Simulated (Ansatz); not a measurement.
## AlO2 in Ansatz: the effect of target pressure

The system is AlO2.

```xyz
6
Lattice="1.4882 -5.4028 0.0000 1.4882 5.4028 0.0000 0.0000 0.0000 3.6466" Properties=species:S:1:pos:R:3 pbc="T T T"
Al    1.4882   -1.8168    2.7350
Al    1.4882    1.8168    0.9117
O     1.4882    4.7429    2.7350
O     1.4882   -4.7429    0.9117
O     1.4882    2.2240    2.7350
O     1.4882   -2.2240    0.9117
```

The cell comes from a database or a generator and needn't be the stable form of this composition.

Alike in all runs:

- Program: Ansatz 0.2.0
- Task: relaxation of cell and atoms
- Functional: PBEsol
- Potentials or basis: Ansatz PAW
- Cutoff: 420 eV (not typed: the program's choice for these potentials)
- k mesh: 9 × 9 × 7
- Occupations: fermi-dirac, width 0.05 eV
- Spin: no spin polarisation

Each run relaxes the cell or the atoms first.

| target pressure | relaxed volume (Å³/atom) | gap on the mesh (eV) |
| --- | --- | --- |
| 0 GPa | 8.59 | 0.98 |
| 2 GPa | ? | ? |
| 5 GPa | 8.38 | 1.03 |
| 10 GPa | 8.19 | 1.07 |
| 20 GPa | 7.87 | 1.14 |
| 30 GPa | 7.60 | 1.20 |

What does the run with target pressure 2 GPa give?

Relaxed volume 8.50 Å³/atom; gap on the mesh 1.00 eV.

Worked out: In Murnaghan's law V^(-B') rises as a straight line in P. The other rows fit best with B' = 3.9, V0 = 8.59 Å³/atom and B0 = 191 GPa, which gives 8.50 Å³/atom at 2 GPa, against the run's 8.50. A parabola through the other rows of the gap on the mesh, of slope 0.00924 eV per GPa there, gives 1.00 eV, against the run's 1.00.

Caveats: odd divisions of the mesh miss points on the zone boundary, where band edges often lie, so the gap on the mesh can be too wide; the plane-wave basis is chosen anew once the cell has moved, so the energies of steps on either side of that aren't comparable; the PAW data sets come from PBE, with cores solved anew for the run's functional, which leaves a small shift of forces and pressure; the volume moved by over 15 % at a fixed basis, so the end points are rough (some runs).

A k mesh can miss the band edges.
